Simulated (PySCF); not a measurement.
# C3H10OSn (SnH3(OiPr)): the cost of one run

Programs: PySCF 2.14.0, with routines of our own; each step states its level. All values are computed. Atoms count from 0.

### Step 1. The starting structure

15 atoms, charge 0, multiplicity 1; geometry from: GFN2-xTB.

### Step 2. NMR shieldings: PBE0/pcJ-1 Sn:dyall-v2z, non-relativistic

What the job is given:

```
{"job": {"kind": "hnmr", "xc": "PBE0", "basis": {"default": "pcJ-1", "Sn": "dyall-v2z"}, "rel": "nr"}, "charge": 0, "multiplicity": 1}
Sn     1.180820     1.350960     1.695910
H      1.067570     0.887720     3.271250
H      2.704600     1.125830     1.039100
H      0.655590     2.914150     1.397440
O     -0.083800     0.058010     0.975620
C     -0.598420    -0.080240    -0.322060
C     -1.468690    -1.332550    -0.317440
C      0.498140    -0.183890    -1.372870
H     -1.230670     0.789200    -0.558790
H     -0.849820    -2.205050    -0.123660
H     -1.969250    -1.448040    -1.274720
H     -2.212210    -1.254630     0.470560
H      1.079000     0.738520    -1.399240
H      1.162800    -1.008300    -1.126720
H      0.064330    -0.351690    -2.354380
```

Level: PBE0/pcJ-1 Sn:dyall-v2z GIAO NMR shielding, non-relativistic, Gaussian nuclei, gas phase.

On the command line:

```
$ OMP_NUM_THREADS=1 python heavy_run.py task.json out
```

This one command runs all jobs of the session in turn.

**Question.** How long does this first job take on 1 thread of AMD EPYC, shared host, and how much memory does it need?

About 3.4 min, with a peak of 1.5 GiB.
